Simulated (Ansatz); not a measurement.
# WS2 (monolayer): the cost of one run

Computed with Ansatz 0.2.0 (DFT LDA, scalar-relativistic, plane waves, PAW, unless a step's input says otherwise).

## Step 1: Starting point

Symmetry: P-6m2, No. 187, hexagonal system. Conventional cell: a = 3.160 Å, b = 3.160 Å, c = 20.000 Å, α = 90.00°, β = 90.00°, γ = 120.00°. Around W (site symmetry -6m2) lie 6 S at 2.41 Å. S (site symmetry 3m) has 3 W at 2.41 Å as nearest neighbours.

Structure file:

```
CELL_PARAMETERS angstrom
3.16000 0.00000 0.00000
-1.58000 2.73664 0.00000
0.00000 0.00000 20.00000
ATOMIC_POSITIONS crystal
W 0.33333 0.66667 0.50000
S 0.66667 0.33333 0.57850
S 0.66667 0.33333 0.42150
```

## Step 2: Relaxing the atoms: WS2 (monolayer), no spin

input.yaml reads:

```yaml
crystal:
  lattice:
    - [3.16, 0.0, 0.0]
    - [-1.58, 2.736640276, 0.0]
    - [0.0, 0.0, 20.0]
  atoms:
    - { symbol: W, position: [0.3333333333, 0.6666666667, 0.5] }
    - { symbol: S, position: [0.6666666667, 0.3333333333, 0.5785] }
    - { symbol: S, position: [0.6666666667, 0.3333333333, 0.4215] }
scf:
  occupations: { method: fixed }
output:
  forces: true
  stress: true
  eigenvalues: true
  write_density: true
  write_potential: true
  elf: true
  volumetric_format: npy
hamiltonian:
  xc: lda
basis:
  ecutwfc: 480
kpoints:
  mp_grid: { grid: [12, 12, 1] }
relax:
  f_tol: 0.001
  max_steps: 40
```

Started as:

```sh
$ ansatz run input.yaml --threads 8 --pin off --max-ram 24576MiB --backend cpu --events-out ev --progress --plain --runs-dir out
```

Q: Estimate wall time and peak memory on 8 threads of Arm Neoverse V2, shared host.

About 4.5 s, with a peak of 0.56 GiB.
